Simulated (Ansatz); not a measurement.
# SrSb4O10: the cost of one run

Program: Ansatz 0.2.0. Level of theory: DFT PBE, scalar-relativistic, plane waves, PAW. These are calculated values, not measurements.

## Step 1: Starting point

The structure is tetragonal, space group P4/mmm (No. 123). The conventional cell has a = 9.379 Å, b = 9.379 Å, c = 3.886 Å, α = 90.00°, β = 90.00°, γ = 90.00°. Around Sr (site symmetry 4/mmm) lie 2 Sr at 3.89 Å. Sb (site symmetry m2m) is surrounded by 5 O at 1.94 Å. Around O (site symmetry m2m) lie 2 Sb at 1.94 Å. O (site symmetry mmm) has 2 Sb at 1.94 Å as nearest neighbours.

Coordinates:

```cif
data_structure
_symmetry_space_group_name_H-M 'P4/mmm'
_symmetry_Int_Tables_number 123
_cell_length_a 9.3790
_cell_length_b 9.3790
_cell_length_c 3.8861
_cell_angle_alpha 90.000
_cell_angle_beta 90.000
_cell_angle_gamma 90.000
_cell_volume 341.85
loop_
_atom_site_label
_atom_site_type_symbol
_atom_site_symmetry_multiplicity
_atom_site_Wyckoff_symbol
_atom_site_fract_x
_atom_site_fract_y
_atom_site_fract_z
_atom_site_occupancy
Sr1 Sr 1 b 0.00000 0.00000 0.50000 1
Sb1 Sb 4 n 0.20704 0.50000 0.00000 1
O1 O 4 o 0.20704 0.50000 0.50000 1
O2 O 2 f 0.00000 0.50000 0.00000 1
O3 O 4 j 0.35352 0.35352 0.00000 1
```

Recipe of the guess: 5-connected net, bridging atoms on its edges, guests in its cages (P4/mmm, No. 123). The dimensions are guesses.

## Step 2: A first look at the guess

File input.yaml:

```yaml
crystal:
  lattice:
    - [9.37900684, 0.0, 0.0]
    - [0.0, 9.37900684, 0.0]
    - [0.0, 0.0, 3.88612123]
  atoms:
    - { symbol: Sr, position: [0.0, 0.0, 0.5] }
    - { symbol: Sb, position: [0.20704183, 0.5, 0.0] }
    - { symbol: Sb, position: [0.79295817, 0.5, 0.0] }
    - { symbol: Sb, position: [0.5, 0.20704183, 0.0] }
    - { symbol: Sb, position: [0.5, 0.79295817, 0.0] }
    - { symbol: O, position: [0.20704183, 0.5, 0.5] }
    - { symbol: O, position: [0.0, 0.5, 0.0] }
    - { symbol: O, position: [0.35352092, 0.35352092, 0.0] }
    - { symbol: O, position: [0.35352092, 0.64647908, 0.0] }
    - { symbol: O, position: [0.79295817, 0.5, 0.5] }
    - { symbol: O, position: [0.64647908, 0.35352092, 0.0] }
    - { symbol: O, position: [0.64647908, 0.64647908, 0.0] }
    - { symbol: O, position: [0.5, 0.20704183, 0.5] }
    - { symbol: O, position: [0.5, 0.0, 0.0] }
    - { symbol: O, position: [0.5, 0.79295817, 0.5] }
basis:
  ecutwfc: 420
kpoints:
  mp_grid: { grid: [2, 2, 4] }
hamiltonian:
  xc: pbe
scf:
  occupations: { method: gaussian, width: 0.1 }
  lower_state_search: "off"
output:
  forces: true
  stress: true
  eigenvalues: true
```

Command:

```bash
$ ansatz run input.yaml --threads 1 --pin off --max-ram 2560MiB --backend cpu --events-out ev --progress --plain --runs-dir out
```

**Question.** How long does this run take on 1 thread of Arm Neoverse V1, shared host, and how much memory does it need?

About 17 s, with a peak of 0.62 GiB.
